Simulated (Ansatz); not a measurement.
## SSe (charge +1): a search for lower mean-field states, step by step

Computed with Ansatz 0.2.0 through its Python package.

Run as a notebook:

**Cell 1**
```python
import ansatz as az
import numpy as np
```

**Cell 2**
```python
BASIS_SET = "def2-TZVP"
FUNCTIONAL = "hf"
CHARGE = 1

geometry_ang = [
    ("Se", (0.0, 0.0, 0.0)),
    ("S", (0.0, 0.0, 2.2)),
]
system = az.Crystal.molecule()
for symbol, xyz in geometry_ang:
    system = system.atom(symbol, xyz)
symbols = [site.symbol for site in system.cartesian_sites]
```

**Cell 3**
```python
start = np.array([site.position_ang for site in system.cartesian_sites])
for factor in [1.0, 1.3]:
    xyz = (start - start.mean(axis=0)) * factor
    scaled = az.Crystal.molecule()
    for symbol, place in zip(symbols, xyz):
        scaled = scaled.atom(symbol, place.tolist())
    job = (
        scaled.calculation()
        .basis(gaussian=BASIS_SET)
        .functional(FUNCTIONAL)
        .charge(CHARGE)
        .spin("collinear", total=1)
    )
    for search in ("off", "standard"):
        try:
            summary = job.scf(lower_state_search=search).run(threads=1, pin="off").report
        except az.AnsatzError as error:
            print(f"x{factor} search {search}: {type(error).__name__}")
            continue
        state = summary["mean_field"]["state"]
        print(f"all distances x{factor}, search {search:8s} E = {summary['free_energy_ev']:.5f} eV  <S^2> = {abs(state['spin_squared']):.3f}  other states met: {len(summary['mean_field']['others'])}")
```
Output:
```text
all distances x1.0, search off      E = -76111.83355 eV  <S^2> = 1.612  other states met: 0
all distances x1.0, search standard E = -76111.98608 eV  <S^2> = 1.620  other states met: 7
all distances x1.3, search off      E = -76110.07155 eV  <S^2> = 2.453  other states met: 0
all distances x1.3, search standard E = -76110.91093 eV  <S^2> = 2.564  other states met: 17
```

Reading the output:
- Total energies depend on the basis set; only differences at equal settings carry meaning.
- The count of other states can hold repeated and symmetry-equivalent ends of the search; scaling all distances is a test, and for more than two atoms no physical path.
- The run takes the species as open-shell (spin multiplicity 2), which needn't be its ground state.
- The expectation value of S² is noticeably off S(S+1) in at least one run, so that state is spin-contaminated.
- The spin state was assumed, and another may lie lower.
- Timing: 40 s on 1 thread of AMD EPYC 7R43 64-Core Processor (Zen 3), on a shared host, peak memory 0.24 GiB.
